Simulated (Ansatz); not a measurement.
# H4Mo: the cost of one run

Computed with Ansatz 0.2.0, Gaussian basis. Level: def2-SVP, all electrons in the functionals, frozen cores in the correlation of double hybrids and RPA.

The runs, in order: wB97M-V, B2PLYP, RPA-PBE, at charge 0, quintet; charge 0, triplet; charge 0, septet; charge 1, quartet; charge 1, sextet; displaced geometry v1; displaced geometry v2.

25 further runs of the same task are left out: 14 that didn't finish, 11 set aside as unsound or not needed.

### 1 What is computed

The geometry is a PBE0/def2-TZVP stationary point (not a proven minimum). No spin-orbit coupling is included. Elements past krypton take def2 core potentials.

5 atoms, charge 0, spin multiplicity 5.

Atoms are counted from 1 here; the program's logs count them from 0.

Bond lengths: Mo1–H2 1.847 Å, Mo1–H3 1.847 Å, Mo1–H4 1.847 Å, Mo1–H5 1.847 Å. Angles: H2–Mo1–H3 27.0°, H2–Mo1–H4 153.0°, H2–Mo1–H5 180.0°, H3–Mo1–H4 180.0°, H3–Mo1–H5 153.0°, H4–Mo1–H5 27.0°.

No dispersion term is added; wB97M-V holds VV10 nonlocal correlation.

The geometry shown and the zero of energy belong to the point charge 0, quintet. The yardstick, UCCSD(T), and other wave-function levels (R restricted, U unrestricted, valence and pair active spaces) come from earlier runs.

### 2 wB97M-V, charge 0, quintet

The input, in.yaml:

```yaml
crystal:
  periodic: [false, false, false]
  atoms:
    - {symbol: Mo, position_ang: [0.000000, 0.000000, 0.000000]}
    - {symbol: H, position_ang: [0.000000, 0.431079, 1.795720]}
    - {symbol: H, position_ang: [0.000000, -0.431079, 1.795720]}
    - {symbol: H, position_ang: [0.000000, 0.431079, -1.795720]}
    - {symbol: H, position_ang: [0.000000, -0.431079, -1.795720]}
basis:
  gaussian: {orbitals: def2-SVP}
magnetization: {spin_polarized: true, initial_magnetization: 4}
hamiltonian: {xc: {name: wB97M-V}}
output: {forces: true, orbitals: {seedname: orbitals}}
```

Command:

```bash
> ansatz run in.yaml --threads 1 --pin off --events-out ev --progress --plain --max-ram 2393MiB
```

Q: Estimate wall time and peak memory on 1 thread of Intel Xeon at 2.50GHz, shared host.

About 21 s, with a peak of 0.26 GiB.
